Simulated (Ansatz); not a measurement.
# F2H2SeSn: the cost of one run

Computed with Ansatz 0.2.0, driven from Python. Level of theory: MP2/def2-SVP.

### Step 1. The system

Bond lengths: F1–Sn2 1.987 Å, Sn2–F3 1.949 Å, Sn2–Se4 2.486 Å, Sn2–H5 1.744 Å, Se4–H6 1.517 Å. Angles: F1–Sn2–F3 109.2°, F1–Sn2–Se4 111.9°, F1–Sn2–H5 108.6°, F3–Sn2–Se4 108.6°, F3–Sn2–H5 109.6°, Se4–Sn2–H5 108.9°, Sn2–Se4–H6 94.0°.

The script holds or builds the structure itself.

### Step 2. The code

Input file spin.py:

```python
"""Gap between spin states of F2H2SeSn at one geometry."""

import ansatz
from ase import Atoms

SETTINGS = {
    "basis": "def2-SVP",
    "level": "mp2",
}


def main() -> None:
    atoms = Atoms(["F", "Sn", "F", "Se", "H", "H"], positions=[
        [0.4334, -2.2923, 0.7374],
        [0.4044, -0.426, 0.0566],
        [0.8496, -0.4273, -1.8404],
        [-1.8282, 0.6299, 0.345],
        [1.5881, 0.5054, 0.9353],
        [-1.4052, 1.9463, -0.2801],
    ])
    f2h2sesn = ansatz.Crystal.molecule_from_ase(atoms)

    base = f2h2sesn.calculation().basis(gaussian=SETTINGS["basis"]).correlation(SETTINGS["level"])
    found = {}
    for unpaired in [0, 2, 4]:
        r = base.spin("collinear", total=unpaired).run().report
        s = unpaired / 2
        found[unpaired] = r["free_energy_ev"]
        print(f"2S+1 = {unpaired + 1}: E = {found[unpaired]:.5f} eV, <S^2> = {abs(r['mean_field']['state']['spin_squared']):.3f} (pure state {s * (s + 1):.2f})")
    lowest = min(found, key=found.get)
    for unpaired, e in found.items():
        print(f"multiplicity {unpaired + 1}: {(e - found[lowest]):.3f} eV above the lowest")


if __name__ == "__main__":
    main()
```

### Step 3. The input behind the calls

The engine receives this input (first run):

```yaml
crystal:
  periodic: [false, false, false]
  atoms:
    - { symbol: F, position_ang: [0.4334, -2.2923, 0.7374] }
    - { symbol: Sn, position_ang: [0.4044, -0.426, 0.0566] }
    - { symbol: F, position_ang: [0.8496, -0.4273, -1.8404] }
    - { symbol: Se, position_ang: [-1.8282, 0.6299, 0.345] }
    - { symbol: H, position_ang: [1.5881, 0.5054, 0.9353] }
    - { symbol: H, position_ang: [-1.4052, 1.9463, -0.2801] }
basis:
  gaussian:
    orbitals: def2-SVP
magnetization:
  spin_polarized: true
  initial_magnetization: 0.0
correlation:
  method: mp2
```

### Step 4. Running it

Launch:

```bash
python spin.py
```

**Question.** How long does this script take on 1 thread of Arm Neoverse V2, shared host, and how much memory does it need?

About 40 s, with a peak of 0.51 GiB.
